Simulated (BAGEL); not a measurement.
**PBE0/cc-pVDZ (density fitting with qzvpp-jkfit) run of CH3F3Si (SMILES F[SiH2]C(F)F)**

Aim: the energy change on altering one bond length of CH3F3Si at PBE0/cc-pVDZ (density fitting with qzvpp-jkfit), from 2 runs. 

The calculation is run with BAGEL 1.2.2.

1 further run of the same task is left out (set aside as unsound or not needed).

## 1. The structure to begin with

CH3F3Si: 8 atoms, total charge 0, spin state singlet. As SMILES, `F[SiH2]C(F)F`. The coordinates come from a GFN2-xTB relaxation. This is one conformer, not always the lowest.

Bond lengths: F1–Si2 1.607 Å, Si2–C3 1.937 Å, C3–F4 1.363 Å, C3–F5 1.363 Å, Si2–H6 1.450 Å, Si2–H7 1.449 Å, C3–H8 1.101 Å. Some angles: F1–Si2–C3 103.5°, Si2–C3–F4 111.3°, Si2–C3–F5 111.0°, F4–C3–F5 105.8°, F1–Si2–H6 106.7°, F1–Si2–H7 107.2°, C3–Si2–H6 108.9°, C3–Si2–H7 109.8°, Si2–C3–H8 114.8°, F4–C3–H8 106.7°.

## 2. The energy at PBE0/cc-pVDZ (density fitting with qzvpp-jkfit)

The input, job.json:

```json
{ "bagel" : [

{
  "title" : "molecule",
  "basis" : "cc-pvdz.json",
  "df_basis" : "qzvpp-jkfit",
  "angstrom" : true,
  "geometry" : [
    { "atom" : "F", "xyz" : [      -1.462770,       0.847720,       1.164450 ] },
    { "atom" : "Si", "xyz" : [      -0.037300,       0.131090,       0.973010 ] },
    { "atom" : "C", "xyz" : [       0.062000,      -0.173540,      -0.937110 ] },
    { "atom" : "F", "xyz" : [       0.745100,      -1.318570,      -1.219960 ] },
    { "atom" : "F", "xyz" : [       0.745820,       0.829330,      -1.556980 ] },
    { "atom" : "H", "xyz" : [      -0.119250,      -1.148950,       1.648850 ] },
    { "atom" : "H", "xyz" : [       0.978190,       1.084710,       1.371880 ] },
    { "atom" : "H", "xyz" : [      -0.911790,      -0.251790,      -1.444130 ] }
  ]
},

{
  "title" : "ks",
  "xc_func" : "pbe0"
},

{
  "title" : "print",
  "file" : "orbitals.molden",
  "orbitals" : true
}

]}
```

The basis set cc-pVDZ is read from a file made from the Basis Set Exchange's data (not shown).

Launch:

```bash
BAGEL_NUM_THREADS=1 BAGEL job.json > job.out
```

Standard output:

```text
* using 1 threads per process

  ===============================================================
  ===============================================================

  *** Geometry ***

  { "atom" : "F", "xyz" : [     -2.764235,      1.601959,      2.200492 ] },
  { "atom" : "Si", "xyz" : [     -0.070487,      0.247724,      1.838722 ] },
  { "atom" : "C", "xyz" : [      0.117163,     -0.327943,     -1.770881 ] },
  { "atom" : "F", "xyz" : [      1.408035,     -2.491736,     -2.305390 ] },
  { "atom" : "F", "xyz" : [      1.409396,      1.567207,     -2.942266 ] },
  { "atom" : "H", "xyz" : [     -0.225350,     -2.171201,      3.115875 ] },
  { "atom" : "H", "xyz" : [      1.848511,      2.049805,      2.592477 ] },
  { "atom" : "H", "xyz" : [     -1.723033,     -0.475814,     -2.729010 ] },

  Number of auxiliary basis functions:      488

  Since a DF basis is specified, we compute 2- and 3-index integrals:
    o Being stored without compression. Storage requirement is 0.031 GB

  Number of basis functions:       89
  Number of electrons      :       50

    * METHOD: MOLECULE                             0.25

  *** Kohn-Sham DFT ***

    * Removing 14561 points whose weight is below 1.00e-10
    * Grid points: 104687

  === Nuclear Repulsion ===
   243.0605900781

       - DIIS with orbital gradients will be used.

  === KS iteration (pbe0 / cc-pvdz.json) ===
      0       -597.83752768          0.10404361           0.38
      1       -536.44805676          0.17886655           0.37
      2       -474.67827434          0.22166881           0.38
      3       -615.59119647          0.07589712           0.38
      4       -614.15230684          0.10226204           0.38
      5       -628.06708317          0.02261684           0.38
      6       -628.41734380          0.01052931           0.37
      7       -628.50682624          0.00354464           0.38
      8       -628.51186919          0.00213374           0.39
      9       -628.51566922          0.00035615           0.38
     10       -628.51576961          0.00011059           0.39
     11       -628.51577692          0.00006152           0.38
     12       -628.51577991          0.00002239           0.38
     13       -628.51578035          0.00000330           0.38
     14       -628.51578035          0.00000053           0.38
     15       -628.51578035          0.00000021           0.38
     16       -628.51578035          0.00000009           0.38
     17       -628.51578035          0.00000002           0.38
     18       -628.51578035          0.00000001           0.38
    * SCF iteration converged.

    * Permanent dipole moment:
           (    0.019240,     0.183753,    -0.428154) a.u.

    * METHOD: KS                                   7.88

    * METHOD: PRINT                                0.02

  ===============================================================
```

It took 8.4 s on 1 thread of Arm Neoverse V1, shared host; peak memory 0.45 GiB.

## 3. The distorted shape

The input, job.json:

```json
{ "bagel" : [

{
  "title" : "molecule",
  "basis" : "cc-pvdz.json",
  "df_basis" : "qzvpp-jkfit",
  "angstrom" : "true",
  "geometry" : [
    { "atom" : "F", "xyz" : [      -1.421797,       1.487714,       0.826544 ] },
    { "atom" : "Si", "xyz" : [       0.003673,       0.771084,       0.635104 ] },
    { "atom" : "C", "xyz" : [       0.102973,       0.466454,      -1.275016 ] },
    { "atom" : "F", "xyz" : [       0.786073,      -0.678576,      -1.557866 ] },
    { "atom" : "F", "xyz" : [       0.786793,       1.469324,      -1.894886 ] },
    { "atom" : "H", "xyz" : [      -0.119250,      -1.148950,       1.648850 ] },
    { "atom" : "H", "xyz" : [       1.019163,       1.724704,       1.033974 ] },
    { "atom" : "H", "xyz" : [      -0.870817,       0.388204,      -1.782036 ] }
  ]
},

{
  "title" : "ks",
  "xc_func" : "pbe0"
},

{
  "title" : "print",
  "file" : "orbitals.molden",
  "orbitals" : "true"
}

]}
```

The basis set cc-pVDZ is read from a file made from the Basis Set Exchange's data (not shown).

Launch:

```bash
BAGEL_NUM_THREADS=1 BAGEL job.json > job.out
```

Standard output:

```text
* using 1 threads per process

  ===============================================================
  ===============================================================

  *** Geometry ***

  { "atom" : "F", "xyz" : [     -2.686807,      2.811372,      1.561942 ] },
  { "atom" : "Si", "xyz" : [      0.006941,      1.457138,      1.200173 ] },
  { "atom" : "C", "xyz" : [      0.194591,      0.881470,     -2.409431 ] },
  { "atom" : "F", "xyz" : [      1.485463,     -1.282323,     -2.943940 ] },
  { "atom" : "F", "xyz" : [      1.486823,      2.776620,     -3.580816 ] },
  { "atom" : "H", "xyz" : [     -0.225350,     -2.171201,      3.115875 ] },
  { "atom" : "H", "xyz" : [      1.925939,      3.259218,      1.953928 ] },
  { "atom" : "H", "xyz" : [     -1.645606,      0.733599,     -3.367560 ] },

  Number of auxiliary basis functions:      488

  Since a DF basis is specified, we compute 2- and 3-index integrals:
    o Being stored without compression. Storage requirement is 0.031 GB

  Number of basis functions:       89
  Number of electrons      :       50

    * METHOD: MOLECULE                             0.25

  *** Kohn-Sham DFT ***

    * Removing 13990 points whose weight is below 1.00e-10
    * Grid points: 105258

  === Nuclear Repulsion ===
   240.3688695540

       - DIIS with orbital gradients will be used.

  === KS iteration (pbe0 / cc-pvdz.json) ===
      0       -598.12810237          0.10303192           0.40
      1       -539.75615850          0.16664463           0.41
      2       -512.33189041          0.19858968           0.39
      3       -619.61078765          0.06948288           0.37
      4       -626.87796458          0.04895697           0.36
      5       -628.16950219          0.01702489           0.38
      6       -628.36004661          0.01017713           0.39
      7       -628.44640781          0.00166065           0.42
      8       -628.44748996          0.00115213           0.41
      9       -628.44836087          0.00017191           0.37
     10       -628.44839173          0.00005178           0.37
     11       -628.44839559          0.00001403           0.37
     12       -628.44839576          0.00000520           0.38
     13       -628.44839579          0.00000204           0.36
     14       -628.44839579          0.00000048           0.36
     15       -628.44839579          0.00000020           0.36
     16       -628.44839579          0.00000010           0.37
     17       -628.44839579          0.00000003           0.37
     18       -628.44839579          0.00000001           0.37
     19       -628.44839579          0.00000001           0.36
    * SCF iteration converged.

    * Permanent dipole moment:
           (    0.012474,    -0.153549,    -0.174500) a.u.

    * METHOD: KS                                   8.24

    * METHOD: PRINT                                0.02

  ===============================================================
```

It took 8.7 s on 1 thread of Arm Neoverse V1, shared host; peak memory 0.46 GiB.

## 4. Outcome

At PBE0/cc-pVDZ (density fitting with qzvpp-jkfit):

| quantity | value |
| --- | --- |
| first shape: total energy | -628.51578 Eh |
| first shape: dipole moment | 1.19 D |
| first shape: HOMO energy | -8.53 eV |
| first shape: LUMO energy | -0.12 eV |
| first shape: HOMO–LUMO gap | 8.41 eV |
| distorted shape: total energy | -628.44840 Eh |
| distorted shape: dipole moment | 0.59 D |
| distorted shape: HOMO energy | -8.33 eV |
| distorted shape: LUMO energy | -1.62 eV |
| distorted shape: HOMO–LUMO gap | 6.72 eV |
| energy change with the Si2–H6 bond stretched from 1.450 to 2.175 Å | 1.834 eV |

In words: With the Si2–H6 bond stretched from 1.450 to 2.175 Å the energy rises by 1.83 eV (177 kJ/mol). The first shape isn't relaxed at this level, so the change isn't measured from a minimum.
